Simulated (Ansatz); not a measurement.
The system is HfB.

```
Hf B
1.0
     0.00000    2.31000    2.31000
     2.31000    0.00000    2.31000
     2.31000    2.31000    0.00000
Hf B
1 1
Direct
  0.50000 0.50000 0.50000
  0.00000 0.00000 0.00000
```

```yaml
Program: Ansatz 0.2.0
Task: relaxation of cell and atoms
Functional: PBE
Potentials_or_basis: Ansatz PAW
Cutoff: "420 eV (not typed: the program's choice for these potentials)"
k_mesh: 10 × 10 × 10
Occupations: fermi-dirac, width 0.05 eV
Spin: no spin polarisation
```

At the start: volume 12.33 Å³/atom.

Task: How do energy, volume and symmetry change on relaxing?

Result: It ends after 7 steps and the volume is 14.13 Å³/atom (+14.6 %); space group Fm-3m (No. 225, to 0.05 Å).

Step by step:
| step | energy change (eV) | largest force (eV/Å) | volume (Å³) |
| --- | --- | --- | --- |
| 1 | 0.0000 | 0.0000 | 24.65 |
| 2 | -0.2931 | 0.0000 | 28.44 |
| 3 | -0.2939 | 0.0000 | 28.27 |
| 4 | -0.2940 | 0.0000 | 28.24 |
| 5 | -0.2978 | 0.0000 | 28.24 |
| 6 | -0.2978 | 0.0000 | 28.25 |
| 7 | -0.2978 | 0.0000 | 28.25 |

Final structure:
```
Hf B
1.0
     0.00000    2.41739    2.41739
     2.41739    0.00000    2.41739
     2.41739    2.41739    0.00000
Hf B
1 1
Direct
  0.50000 0.50000 0.50000
  0.00000 0.00000 0.00000
```

Caveat: the plane-wave basis is chosen anew once the cell has moved, so the energies of steps on either side of that aren't comparable.
